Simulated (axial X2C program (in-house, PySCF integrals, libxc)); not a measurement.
# A two-component session on YbMn: properties at the nuclei

Wanted for YbMn: properties at the nuclei, at the two-component level.

Method: two-component X2C with atomic mean-field terms, Yb dyall-cv3z, Mn dyall-cv3z; program: an in-house X2C program for linear molecules on PySCF integrals.

All values are calculated.

## 1. Set-up

task.json

```json
{
 "zs": [
  70,
  25
 ],
 "q": 0,
 "bas": [
  "dyall-cv3z",
  "dyall-cv3z"
 ],
 "r0": 2.89,
 "levels": [
  "PBE0",
  "HF",
  "r2SCAN",
  "TPSSh",
  "LDA"
 ],
 "nst": 2
}
```

Keys: zs atomic numbers; q charge; bas basis sets; r0 starting distance in Å; levels methods (HF also brings MP2); nst determinants followed.

Command:

```bash
$ python soeom.py task.json out
```

Nuclei are Gaussian, cores are contracted, and the Gaunt term is on.

## 2. Expectation values, lowest determinant

R = 3.875 Å. State: Ω = 5/2 (excess of +ω over −ω: ω = 5/2).

Output of the PBE0 run:

```text
two-component X2C + atomic mean field  PBE0
basis functions 289  fitting functions 1490  grid points 5808
iter        total energy     max residual
   1     -15214.855911841     5.38e-06
   2     -15214.855911841     5.13e-06
converged
one-electron -21362.27002350  Coulomb 6269.86690942  exact exchange -85.92744085  xc functional -263.70093846  nuclear repulsion 238.98325654  atomic mean-field constant -11.80767499
```

The highest occupied spinor is 53% Yb s, 22% Mn s, 12% Mn p.

| level | Eeff magnitude (GV/cm) | Ws magnitude Yb (kHz) | A∥/gI Yb (MHz) | qzz Yb (a.u.) | A∥/gI Mn (MHz) | qzz Mn (a.u.) | μ (D) |
| --- | --- | --- | --- | --- | --- | --- | --- |
| PBE0 | 1.85 | 0.623 | -23.3 | -0.56 | 151 | -0.22 | -0.37 |
| HF | 34.9 | 12.1 | -70.3 | -1.02 | 117 | -0.34 | 0.37 |
| r2SCAN | 4.26 | 1.45 | 12.2 | -0.56 | 274 | -0.30 | -0.48 |
| TPSSh | 1.83 | 0.596 | 1.98 | -0.62 | 169 | -0.27 | -0.52 |
| LDA | 1.11 | 0.412 | 136 | -0.39 | 199 | -0.30 | -1.43 |

Eeff is the effective electric field on the electron dipole moment in this Ω state and Ws the scalar–pseudoscalar constant (defined with the proton number Z and per Ω); A∥ is the parallel hyperfine constant, which follows by multiplying with the nuclear g factor gI = μI/(I μN); qzz is the electric field gradient, eQq0 = 234.96 MHz × Q/barn × qzz; μ is positive if Mn is the positive end. The operators were transformed with the bare-nucleus X2C matrices.

## 3. Expectation values, a higher determinant

R = 3.875 Å. State: Ω = 7/2 (excess of +ω over −ω: 2 × ω = 1/2, ω = 5/2), 1.29 eV above the lowest in the PBE0 search for states (made at or near this distance, with looser thresholds).

Output of the PBE0 run:

```text
two-component X2C + atomic mean field  PBE0
basis functions 289  fitting functions 1490  grid points 5808
iter        total energy     max residual
   1     -15214.808373777     9.88e-05
   2     -15214.808373835     8.91e-05
   3     -15214.808373975     1.66e-04
   4     -15214.808374122     1.75e-04
   5     -15214.808374133     5.15e-05
   6     -15214.808374155     7.71e-05
   7     -15214.808374161     5.72e-05
   8     -15214.808374164     7.65e-06
converged
one-electron -21363.84246498  Coulomb 6271.53039121  exact exchange -85.92349023  xc functional -263.74839171  nuclear repulsion 238.98325654  atomic mean-field constant -11.80767499
```

The highest occupied spinor is 60% Mn d, 18% Yb p, 12% Mn p.

| level | Eeff magnitude (GV/cm) | Ws magnitude Yb (kHz) | A∥/gI Yb (MHz) | qzz Yb (a.u.) | A∥/gI Mn (MHz) | qzz Mn (a.u.) | μ (D) |
| --- | --- | --- | --- | --- | --- | --- | --- |
| PBE0 | 18.8 | 4.79 | 574 | -0.67 | 375 | -0.63 | -1.20 |
| HF | 21.8 | 5.58 | 672 | -3.30 | 253 | -1.45 | -1.91 |
| r2SCAN | 21.9 | 5.79 | 703 | -0.41 | 409 | -0.53 | -1.18 |
| TPSSh | 18.5 | 4.68 | 552 | -0.63 | 384 | -0.64 | -1.24 |
| LDA | 11.7 | 3.02 | 452 | -0.23 | 440 | -0.74 | -1.33 |

## 4. What came out

```
                                        quantity                                                 value
                              lowest determinant               Ω = 5/2 (excess of +ω over −ω: ω = 5/2)
                    Eeff magnitude (GV/cm), PBE0                                                  1.85
                     Ws magnitude Yb (kHz), PBE0                                                 0.623
                            A∥/gI Yb (MHz), PBE0                                                 -23.3
                             qzz Yb (a.u.), PBE0                                                 -0.56
                              higher determinant  Ω = 7/2 (excess of +ω over −ω: 2 × ω = 1/2, ω = 5/2)
Eeff magnitude (GV/cm), PBE0, higher determinant                                                  18.8
 Ws magnitude Yb (kHz), PBE0, higher determinant                                                  4.79
        A∥/gI Yb (MHz), PBE0, higher determinant                                                   574
         qzz Yb (a.u.), PBE0, higher determinant                                                 -0.67
```

In the first state, the effective field runs from 1.11 to 34.9 GV/cm over the mean-field levels, so the levels don't agree on it. The expectation values come from single determinants, which for open shells can mix terms of unlike spin or miss the lowest Ω, so a determinant need not be a state. Eeff is the effective electric field on the electron dipole moment in this Ω state and Ws the scalar–pseudoscalar constant (defined with the proton number Z and per Ω); A∥ is the parallel hyperfine constant, which follows by multiplying with the nuclear g factor gI = μI/(I μN); qzz is the electric field gradient, eQq0 = 234.96 MHz × Q/barn × qzz; μ is positive if Mn is the positive end. The operators were transformed with the bare-nucleus X2C matrices.
